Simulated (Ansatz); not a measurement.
# LiCuN: the cost of one run

Computed with Ansatz 0.2.0 (DFT PBE, scalar-relativistic, plane waves, PAW, unless a step's input says otherwise).

2 further runs of the same task are left out: 1 that didn't finish, 1 set aside as unsound or not needed.

## (1) Starting point

The structure is tetragonal, space group P4/mmm (No. 123). Conventional cell: a = 2.809 Å, b = 2.809 Å, c = 4.328 Å, α = 90.00°, β = 90.00°, γ = 90.00°. Li (site symmetry 4/mmm) has 4 N at 1.99 Å and 2 Cu at 2.16 Å as nearest neighbours. Cu (site symmetry 4/mmm) is surrounded by 2 Li at 2.16 Å. Around N (site symmetry 4/mmm) lie 4 Li at 1.99 Å.

Coordinates:

```cif
data_structure
_symmetry_space_group_name_H-M 'P 1'
_symmetry_Int_Tables_number 1
_cell_length_a 2.8091
_cell_length_b 2.8091
_cell_length_c 4.3278
_cell_angle_alpha 90.000
_cell_angle_beta 90.000
_cell_angle_gamma 90.000
_cell_volume 34.15
loop_
_atom_site_label
_atom_site_type_symbol
_atom_site_fract_x
_atom_site_fract_y
_atom_site_fract_z
_atom_site_occupancy
Li1 Li 0.50000 0.50000 0.50000 1
Cu1 Cu 0.50000 0.50000 0.00000 1
N1 N 0.00000 0.00000 0.50000 1
```

The cell is invented: random cell by space group and Wyckoff sites (P4/mmm, No. 123). Lengths come from tabulated atomic sizes and are only a guess.

## (2) A first look at the guess

input.yaml reads:

```yaml
crystal:
  lattice:
    - [2.80908792, 0.0, 0.0]
    - [0.0, 2.80908792, 0.0]
    - [0.0, 0.0, 4.32780179]
  atoms:
    - { symbol: Li, position: [0.5, 0.5, 0.5] }
    - { symbol: Cu, position: [0.5, 0.5, 0.0], spin: 1.0 }
    - { symbol: "N", position: [0.0, 0.0, 0.5] }
basis:
  ecutwfc: 420
kpoints:
  mp_grid: { grid: [6, 6, 4] }
hamiltonian:
  xc: pbe
scf:
  occupations: { method: gaussian, width: 0.1 }
  lower_state_search: "off"
output:
  forces: true
  stress: true
  eigenvalues: true
  populations: true
magnetization:
  spin_polarized: true
```

Run with:

```bash
ansatz run input.yaml --threads 1 --pin off --max-ram 2048MiB --backend cpu --events-out ev --progress --plain --runs-dir out
```

Q: Estimate wall time and peak memory on 1 thread of Arm Neoverse V1, shared host.

About 5.6 s, with a peak of 0.3 GiB.
